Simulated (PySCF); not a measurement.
# C3H3BN2O2: the cost of one run

Programs: PySCF 2.14.0, with density-fitted response routines of our own. Each step states its level of theory. These are calculated values for one molecule in the gas phase, unless marked as measured. Atoms are numbered from 0 throughout.

### 1 The molecule as given

11 atoms, charge 0, multiplicity 1; geometry from: PBE0-D3(BJ)/def2-SVP.

Bonds of the start (Å): N0–C1 1.16, C1–C2 1.47, C2–O3 1.40, O3–B4 1.36, B4–O5 1.34, B4–C6 1.56, C6–N7 1.16, C2–H8 1.10, C2–H9 1.10, O5–H10 0.97.

### 2 Nuclear shieldings: PBE0/6-31G*

What the job is given:

```
{"job": {"kind": "nmr", "xc": "PBE0", "basis": "6-31G*", "pop": true}, "charge": 0, "multiplicity": 1}
N      2.136921    -0.018050     2.267634
C      1.748343     0.024403     1.179846
C      1.246311     0.081870    -0.196129
O      0.142526    -0.764866    -0.371730
B     -1.150904    -0.350080    -0.336032
O     -2.157146    -1.229086    -0.432468
C     -1.483098     1.168469    -0.207593
N     -1.660624     2.309311    -0.112806
H      1.005949     1.132502    -0.435299
H      2.048964    -0.245435    -0.874790
H     -1.849015    -2.141239    -0.498096
```

With the program's defaults for keys left out, this is: GIAO PBE0/6-31G* NMR shielding, non-relativistic, gas phase.

Launch:

```
OMP_NUM_THREADS=1 python probes_run.py task.json out
```

The driver reads the jobs from task.json and runs them one after another.

Q: Estimate the wall time and peak memory of this first job on 1 thread of Arm Neoverse V1, shared host.

About 10 s, with a peak of 0.62 GiB.
